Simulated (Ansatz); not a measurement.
# C₃H₈OZn: up Jacob's ladder to CCSD(T)

How much do the methods differ for C₃H₈OZn? The plan is to run it at one geometry with functionals of several rungs and with coupled cluster, and see how far each lands from CCSD(T) at the basis-set limit for the atomisation energy.

Program: Ansatz 0.2.0, Gaussian basis. Level of theory: functionals in def2-TZVPP, the program's frozen cores in correlated methods. These are calculated values, not measurements.

Plan: LDA (SPW92), PBE-D4, revPBE-D4, BLYP-D4, r2SCAN-D4, B97M-V, PBE0-D4, B3LYP-D4, r2SCANh-D4, r2SCAN0-D4, HSE06-D4, BHLYP-D4, CAM-B3LYP-D4, LC-ωPBE, ωB97X-V, ωB97M-V, B2PLYP, PBE-QIDH; CCSD(T)/def2-SVP; CCSD(T)/def2-TZVPP; MP2/def2-QZVPP; extrapolation to the limit; RPA on PBE.

## 1. The relaxed structure

The geometry comes from an earlier relaxation with PBE0-D4 in a triple-zeta def2 set; it is a stationary point, not always the lowest conformer.

SMILES `C[CH](C)[Zn][OH]`, 13 atoms, charge 0, spin multiplicity 1.

Atoms are counted from 1 here; the program's logs count them from 0.

Bond lengths: C1–C2 1.526 Å, C1–H6 1.093 Å, C1–H7 1.094 Å, C1–H8 1.098 Å, C2–C3 1.526 Å, C2–Zn4 1.947 Å, C2–H9 1.097 Å, C3–H10 1.093 Å, C3–H11 1.094 Å, C3–H12 1.098 Å, Zn4–O5 1.783 Å, O5–H13 0.958 Å. Angles: C2–C1–H6 112.6°, C2–C1–H7 111.8°, C2–C1–H8 110.6°, H6–C1–H7 107.4°, H6–C1–H8 107.3°, H7–C1–H8 106.8°, C1–C2–C3 111.1°, C1–C2–Zn4 112.2°, C1–C2–H9 108.0°, C3–C2–Zn4 112.3°, C3–C2–H9 108.0°, Zn4–C2–H9 104.9°, C2–C3–H10 112.5°, C2–C3–H11 111.8°, C2–C3–H12 110.6°, H10–C3–H11 107.4°, H10–C3–H12 107.3°, H11–C3–H12 106.8° and more.

As a file:

```xyz
13

C    -1.30453   -0.84444    0.24257
C     0.01570   -0.10823    0.45187
C     1.20188   -0.99177    0.07672
Zn    0.05389    1.60863   -0.46507
O     0.05403    3.12607   -1.40121
H    -2.16767   -0.25794    0.56767
H    -1.46322   -1.10492   -0.80817
H    -1.31652   -1.78549    0.80795
H     0.10054    0.13868    1.51752
H     2.16270   -0.51260    0.28161
H     1.19013   -1.26020   -0.98387
H     1.17802   -1.93239    0.64243
H     0.29505    3.92464   -0.93001
```

## 2. LDA

This LDA is Slater exchange with PW92 correlation.

Contents of in.yaml:

```yaml
crystal:
  periodic: [false, false, false]
  atoms:
    - {symbol: C, position_ang: [-1.304532, -0.844444, 0.242572]}
    - {symbol: C, position_ang: [0.015700, -0.108233, 0.451868]}
    - {symbol: C, position_ang: [1.201881, -0.991766, 0.076723]}
    - {symbol: Zn, position_ang: [0.053890, 1.608634, -0.465074]}
    - {symbol: O, position_ang: [0.054027, 3.126065, -1.401213]}
    - {symbol: H, position_ang: [-2.167667, -0.257943, 0.567667]}
    - {symbol: H, position_ang: [-1.463216, -1.104921, -0.808165]}
    - {symbol: H, position_ang: [-1.316515, -1.785488, 0.807946]}
    - {symbol: H, position_ang: [0.100542, 0.138676, 1.517520]}
    - {symbol: H, position_ang: [2.162702, -0.512605, 0.281611]}
    - {symbol: H, position_ang: [1.190135, -1.260196, -0.983870]}
    - {symbol: H, position_ang: [1.178024, -1.932385, 0.642425]}
    - {symbol: H, position_ang: [0.295048, 3.924636, -0.930010]}
basis:
  gaussian: {orbitals: def2-TZVPP}
hamiltonian: {xc: lda}
output: {orbitals: {seedname: orbitals}}
```

On the command line:

```sh
ansatz run in.yaml --threads 4 --pin off --events-out ev --progress --plain --max-ram 11315MiB
```

After this run come: PBE-D4 (GGA); revPBE-D4 (GGA); BLYP-D4 (GGA); r2SCAN-D4 (meta-GGA); B97M-V (meta-GGA); B3LYP-D4 (hybrid); r2SCANh-D4 (hybrid); r2SCAN0-D4 (hybrid); HSE06-D4 (hybrid); BHLYP-D4 (hybrid); CAM-B3LYP-D4 (range-separated); LC-ωPBE (range-separated); ωB97X-V (range-separated); ωB97M-V (range-separated); B2PLYP (double hybrid); PBE-QIDH (double hybrid); CCSD(T) in def2-SVP; CCSD(T) in def2-TZVPP; MP2 in def2-QZVPP; RPA on PBE orbitals.

Before running them: what should the planned runs give, taken together? Wanted: atomisation energy, CCSD(T)/CBS; farthest beyond LDA; mean size of error, GGA; mean size of error, meta-GGA; mean size of error, hybrid; mean size of error, range-separated; mean size of error, double hybrid; gap, smallest and largest; T1 diagnostic.

As calculated:

| quantity | value |
| --- | --- |
| atomisation energy, CCSD(T)/CBS | 1120.7 kcal/mol |
| functionals within 5.6 kcal/mol (0.5 %) | r2SCAN-D4, B97M-V, PBE0-D4, r2SCANh-D4, HSE06-D4, CAM-B3LYP-D4, LC-ωPBE, ωB97X-V, ωB97M-V, PBE-QIDH |
| farthest beyond LDA | BHLYP-D4 (-35.9 kcal/mol) |
| mean size of error, GGA | 12.3 kcal/mol |
| mean size of error, meta-GGA | 4.2 kcal/mol |
| mean size of error, hybrid | 9.8 kcal/mol |
| mean size of error, range-separated | 1.5 kcal/mol |
| mean size of error, double hybrid | 8.8 kcal/mol |
| gap, smallest and largest | 4.98 eV (BLYP-D4), 11.54 eV (LC-ωPBE) |
| T1 diagnostic | 0.0143 |
| triples share of the correlation energy | 3.5 % |

The LDA atomisation energy is off by 157.7 kcal/mol (14 %): it overbinds. PBE-D4 misses by +17.9 kcal/mol. Double hybrids carry the basis error of their MP2 part in triple zeta, and no dispersion term here, so their miss is partly the set-up's. The rungs range-separated, meta-GGA miss on average by less than the doubt on the reference (5.6 kcal/mol), so they tie. Misses under about 5.6 kcal/mol are within the doubt on the reference itself, which lacks core-valence correlation, relativity and higher excitations. Hartree-Fock recovers 73 % of the binding; the rest is correlation. CCSD(T) in def2-SVP is off by -55.5 kcal/mol, which most functionals beat. Orbital gaps span 5.0 to 11.5 eV; exact exchange widens them. For Zn the d shell is correlated and the shells below it are frozen.
